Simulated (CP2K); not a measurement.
Runs of CP2K 2026.2 on Ga3Se. It takes space group Pm-3m (No. 221, cubic). Conventional cell: a = 4.432 Å, b = 4.432 Å, c = 4.432 Å, α = 90.00°, β = 90.00°, γ = 90.00°. Se (site symmetry m-3m) is surrounded by 12 Ga at 3.13 Å. Ga (site symmetry 4/mmm) has 4 Se at 3.13 Å and 8 Ga at 3.13 Å as nearest neighbours. The cell comes from a database or a generator and needn't be the stable form of this composition.

| level | potentials or basis | smearing | EPS_DEFAULT | NGRIDS | points a segment of the path (NPOINTS) | bands added on the path | CUTOFF of the grids | gap on the mesh (eV) | pressure (GPa) |
| --- | --- | --- | --- | --- | --- | --- | --- | --- | --- |
| LDA | GTH_POTENTIALS Se GTH-PADE-q6, Ga GTH-PADE-q13; TZVP-MOLOPT-PBE-GTH basis | fermi-dirac 0.05 eV | 1.0E-9 | 5 | 10 | 6 | 450 Ry | none | -4.8 |
| r2SCAN | POTENTIAL_UZH Se GTH-SCAN-q6, Ga GTH-SCAN-q13; TZVP-MOLOPT-SCAN-GTH basis | fermi-dirac 0.05 eV | 1.0E-10 | 5 | 6 | 2 | 675 Ry | none | -2.6 |
| PBEsol | POTENTIAL_UZH Se GTH-PBE-q6, Ga GTH-PBE-q13; TZVP-MOLOPT-PBE-GTH basis | fermi-dirac 0.1 eV | 1.0E-10 | 4 | 10 | 6 | 450 Ry | none | -3.0 |
| PBE | POTENTIAL_UZH Se GTH-PBE-q6, Ga GTH-PBE-q13; TZVP-MOLOPT-PBE-GTH basis | fermi-dirac 0.0259 eV | 1.0E-10 | 5 | 8 | 4 | 450 Ry | none | (a) |

Alike in all rows: task band structure; no spin polarisation; cell as given; k mesh 6 × 6 × 6.

Task: Fill in the values left out.

Result: (a) -0.1.

Caveats: the basis of atomic orbitals isn't converged, which shifts pressures, moduli and gaps; the potentials were made for another functional, which shifts forces and pressure (some runs).

A k mesh can miss the band edges, and the runs leave out spin-orbit coupling on Ga, Se.

A gap of «none» marks a metal or a gap under the smearing width.
